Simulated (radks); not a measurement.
# Spin polarisation of the 5p shell in I

The task here is to estimate one member of a computed series from the others.

The numbers are computed with radks (a radial shooting solver on a logarithmic mesh, Libxc functionals) version 1 (scalar-relativistic Kohn-Sham, PBE, spin-polarised, spherical densities, point nucleus), except any that are marked as measured or tabulated.

## The system

```
element       : iodine (Z = 53)
charge        : 0
electrons     : 53
configuration : [Kr] 4d10 5s2 5p(up 2.5, down 2.5)
```

A shell typed twice in an input gives spin up, then spin down.

Set-up of the first run:

The run's settings:

```text
Z 53
configuration [Kr] 4d10 5s2 5p2.5 5p2.5
relativity scalar-relativistic
functional pbe,pbe
spin polarised
nucleus point
c 137.035999084
```

Among the steps run: No moment.

One table of the session follows, with a row left open; its other results are not shown here.

It belongs to the step «No moment». Sizes of the orbitals, from the radial functions (bohr):

```
level     <r>  outermost maximum (interpolated)  90 % within  nodes
   3s  0.3141                             0.286        0.461      2
   3p  0.3121                             0.279        0.468      1
   3d  0.2886                             0.232        0.453      0
   4s  0.7400                             0.681         1.07      3
   4p  0.7920                             0.715         1.16      2
   4d  0.9213                             0.778         1.41      1
   5s   1.966                              1.70         2.88      4
   5p       ?                                 ?            ?      ?
```

**Question.** Estimate the row for 5p.

As computed: <r>: 2.475; outermost maximum (interpolated): 2.03; 90 % within: 3.74; nodes: 3. In the column «<r>» it is the highest.
